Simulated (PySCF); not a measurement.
# The bond of ZrH, level by level

What are the lowest state that PBE0 finds, the bond length, vibrational wavenumber and bond energy of ZrH, and how much do these hang on the method?

The runs use PySCF 2.14.0; Zr def2-TZVPPD with ECP28, H def2-TZVPPD, scalar-relativistic core potentials.

## 1. Set-up

The job is set up so:

```yaml
atoms: Zr, H
charge: 0
basis: Zr def2-TZVPPD with ECP28, H def2-TZVPPD
Hamiltonian: scalar-relativistic core potentials
basis_functions: 73
electrons_treated: 13
masses_in_u: 89.9047, 1.0078
levels: PBE0, PBE, r²SCAN, TPSS, BHandHLYP, r²SCAN0, MN15, PBEsol, CAM-B3LYP, HF, MP2, SCS-MP2, CCSD, CCSD(T)
grid: 80 radial by 434 angular points
occupations: held fixed by the projection of orbital angular momentum
dissociation_limit: Zr + H, each in its ground configuration
starting_distance_in_angstrom: 1.725
values_of_2S_to_try: 1, 3, 5
```

Started as:

```
> OMP_NUM_THREADS=1 python dia.py task.json out
```

The runs that follow: First curve: PBE0; Other states along the same grid; PBE; r²SCAN (meta-GGA); TPSS (meta-GGA); BHandHLYP (global hybrid GGA); r²SCAN0; MN15 (hybrid meta-GGA); PBEsol (GGA); CAM-B3LYP (range-separated hybrid); UHF; Correlated methods on the Hartree–Fock reference.

Before running it: what results should come out? Wanted: for each run, Re; ωe; De; μ.

The runs gave:

Lowest PBE0 solution found, without spin–orbit coupling: quartet, unpaired electrons σ ↑, π ↑, δ ↑. State 2 has its PBE0 minimum 0.01 eV higher. State 3 has its PBE0 minimum 0.16 eV higher. State 4 has its PBE0 minimum 0.34 eV higher. The other levels ran on the lowest alone.

```csv
level,Re (Å),ωe (cm⁻¹),De (eV),μ (D)
UHF,1.921,1517,2.05,-2.41
UHF-MP2,1.851,1623,2.31,n/a
UHF-SCS-MP2,1.867,1591,2.18,n/a
UHF-CCSD,1.876,1566,2.43,n/a
UHF-CCSD(T),1.874,1563,2.39,n/a
PBE,1.859,1574,2.88,-2.33
PBEsol,1.853,1589,3.03,-2.32
TPSS,1.868,1589,3.02,-2.40
r²SCAN,1.859,1593,3.09,-2.47
PBE0,1.858,1596,2.79,-2.53
r²SCAN0,1.858,1605,2.92,-2.63
MN15,1.853,1615,2.52,-2.78
BHandHLYP,1.870,1588,2.47,-2.69
CAM-B3LYP,1.869,1587,2.60,-2.62
```

De is counted to Zr + H in their ground configurations. A positive dipole means Zr(−)H(+).

Differences from CCSD(T) in the same basis:

```csv
level,Re (mÅ),ωe (%)
UHF,+47,-2.9
UHF-MP2,-23,+3.8
UHF-SCS-MP2,-8,+1.8
UHF-CCSD,+2,+0.2
PBE,-15,+0.7
PBEsol,-21,+1.7
TPSS,-6,+1.7
r²SCAN,-15,+1.9
PBE0,-16,+2.1
r²SCAN0,-16,+2.7
MN15,-21,+3.3
BHandHLYP,-4,+1.6
CAM-B3LYP,-5,+1.5
```

Judged by CCSD(T) in the same basis: best bond length UHF-CCSD (+2 mÅ), worst UHF (+47 mÅ); best wavenumber UHF-CCSD (+0.2 %), worst UHF-MP2 (+3.8 %). Among the levels with a De in the table, it runs from 2.05 eV (UHF) to 3.09 eV (r²SCAN).

The state is the lowest single determinant that the PBE0 search found; with open d or f shells the true ground state can be another one. Spin–orbit coupling is left out.
